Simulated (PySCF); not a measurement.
# tetraethylborate (C₈H₂₀B−): geometry, NMR shifts and core binding energies

What NMR shifts and core binding energies should tetraethylborate (C₈H₂₀B−) (`CC[B-](CC)(CC)CC`) show?

Computed with PySCF 2.14.0, with density-fitted response routines of our own, on a single molecule in the gas phase. Atoms are numbered from 0 throughout.

### 1 The starting structure

29 atoms, charge -1, multiplicity 1; geometry from: GFN2-xTB.

Bonds of the start (Å): C0–C1 1.53, C1–B2 1.66, B2–C3 1.66, C3–C4 1.53, B2–C5 1.66, C5–C6 1.53, B2–C7 1.66, C7–C8 1.53, C0–H9 1.10, C0–H10 1.09, C0–H11 1.09, C1–H12 1.10, C1–H13 1.10, C3–H14 1.10, C3–H15 1.10, C4–H16 1.09, C4–H17 1.10, C4–H18 1.09, C5–H19 1.10, C5–H20 1.10, C6–H21 1.09, C6–H22 1.10, C6–H23 1.09, C7–H24 1.10, C7–H25 1.10, C8–H26 1.10, C8–H27 1.09, C8–H28 1.09.

### 2 Relaxing the molecule at PBE0-D3(BJ)/def2-SVP

The job: settings as JSON, then the geometry in Å.

```
{"job": {"xc": "PBE0", "basis": "def2-SVP", "d3": "d3bj", "grid": 1, "kind": "geom"}, "charge": -1, "multiplicity": 1}
C      1.985616    -1.773459    -0.426059
C      1.153786    -0.628234    -0.999949
B     -0.005337     0.009774     0.001626
C     -0.763088     1.204853    -0.866847
C     -1.892943     1.951308    -0.159020
C      0.675800     0.617278     1.387792
C      1.742331     1.694904     1.203632
C     -1.085826    -1.151338     0.489211
C     -1.834905    -1.887952    -0.619188
H      2.735669    -2.138186    -1.138903
H      1.345512    -2.611822    -0.157349
H      2.509297    -1.451662     0.472316
H      0.688913    -0.986111    -1.926415
H      1.847186     0.162182    -1.310901
H     -1.173834     0.783811    -1.792519
H     -0.026258     1.950081    -1.190015
H     -1.520867     2.449657     0.734866
H     -2.350171     2.714014    -0.802335
H     -2.676674     1.259170     0.144667
H     -0.108818     1.031546     2.031963
H      1.125497    -0.198293     1.967005
H      2.582920     1.305036     0.632375
H      2.129458     2.061747     2.162350
H      1.335090     2.546112     0.661114
H     -0.570475    -1.903196     1.098602
H     -1.833154    -0.703651     1.155110
H     -2.534196    -2.633978    -0.221343
H     -1.135015    -2.403593    -1.274201
H     -2.405231    -1.186126    -1.225006
```

**Question.** This job is followed by: GIAO PBE0/pcSseg-1 NMR shielding, non-relativistic, gas phase; GIAO HF/pcSseg-1 NMR shielding, non-relativistic, gas phase; delta-SCF UKS SCAN, pcX-2 on the ionised atom, pcseg-1 elsewhere, spin-free X2C. Predict these results of the whole session: point group; rotational constants (main isotopes); 13C shifts against TMS (PBE0/pcSseg-1); 1H shifts against TMS (PBE0/pcSseg-1); 11B shifts against BF3·OEt2 (PBE0/pcSseg-1); C1s binding energies; B1s binding energies; range of the shift of B2.

**Answer**, as computed:

```
                                   quantity                    value
                                point group                      D2d
       rotational constants (main isotopes)     1.39, 1.39, 0.88 GHz
     13C shifts against TMS (PBE0/pcSseg-1)           16.9, 13.0 ppm
      1H shifts against TMS (PBE0/pcSseg-1)          0.65, -0.22 ppm
11B shifts against BF3·OEt2 (PBE0/pcSseg-1)                -24.1 ppm
                       C1s binding energies  C0 285.98, C1 284.49 eV
                       B1s binding energies             B2 187.74 eV
                   range of the shift of B2       -24.1 to -17.7 ppm
```

In words: Over 3 steps the energy fell by 0.090 eV; of the bonds of the start, C6–H23 changed most, 1.088 to 1.104 Å. No frequency check was run at this level, so the end point may be a saddle. At PBE0/pcSseg-1: The widest tensor belongs to C1, C3, C5, C7: span 30 ppm, with a paramagnetic part of -79 ppm. C0 (methyl carbon) binds its C1s electron 1.49 eV more tightly than C1 (sp3 CH2 bonded to B). Across the 2 runs the shift of B2 moves most, between -24.1 (PBE0/pcSseg-1) and -17.7 ppm (HF/pcSseg-1).
